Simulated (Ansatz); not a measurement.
## C2H4O2Si, SMILES O=C1CO[SiH2]1: vertical spin-state energies, step by step

With Ansatz 0.2.0, Python API.

Contents of `c2h4o2si.xyz`:
```text
9

O    -1.39240   -0.34880   -1.58880
C    -0.59230   -0.08950   -0.77210
C     0.73880    0.64530   -0.60930
O     1.01630    0.28150    0.81310
Si   -0.47810   -0.60110    0.91740
H     1.58110    0.26200   -1.21880
H     0.74660    1.73310   -0.71730
H    -0.14400   -2.00640    1.20670
H    -1.38760    0.07750    1.95210
```

Notebook, run cell by cell (the value of a cell's last expression is shown):

```python
import ansatz
```

```python
c2h4o2si = ansatz.Crystal.molecule_from_extxyz("c2h4o2si.xyz")
```

```python
setup = (
    c2h4o2si.calculation()
    .basis(gaussian="cc-pVDZ")
    .correlation("mp2")
)
found = {}
for unpaired in [0, 2, 4]:
    data = setup.spin("collinear", total=unpaired).run().report
    s = unpaired / 2
    found[unpaired] = data["free_energy_ev"]
    print(f"2S+1 = {unpaired + 1}: E = {found[unpaired]:.5f} eV, <S^2> = {abs(data['mean_field']['state']['spin_squared']):.3f} (pure state {s * (s + 1):.2f})")
lowest = min(found, key=found.get)
for unpaired, e in found.items():
    print(f"multiplicity {unpaired + 1}: {96.485332 * (e - found[lowest]):.1f} kJ/mol above the lowest")
```

    2S+1 = 1: E = -14079.21541 eV, <S^2> = 0.000 (pure state 0.00)
    2S+1 = 3: E = -14076.16842 eV, <S^2> = 2.027 (pure state 2.00)
    2S+1 = 5: E = -14069.78855 eV, <S^2> = 6.042 (pure state 6.00)
    multiplicity 1: 0.0 kJ/mol above the lowest
    multiplicity 3: 294.0 kJ/mol above the lowest
    multiplicity 5: 909.6 kJ/mol above the lowest

In order: multiplicity 1 (+0.00 eV), multiplicity 3 (+3.05 eV) and multiplicity 5 (+9.43 eV), all at the one geometry.

Notes:
- Total energies depend on the basis set; only differences at equal settings carry meaning.
- The geometry is a force-field or estimated start, not a minimum of this method, and the basis set is short of its limit. All parts are taken at fixed geometry, without zero-point energy.
- S² is that of the Hartree-Fock reference.
- Finished in 9.4 s on 1 thread of Arm Neoverse V1, on a shared host, peak memory 0.3 GiB.

(Lines on the test bed's own set-up are left out of the output.)
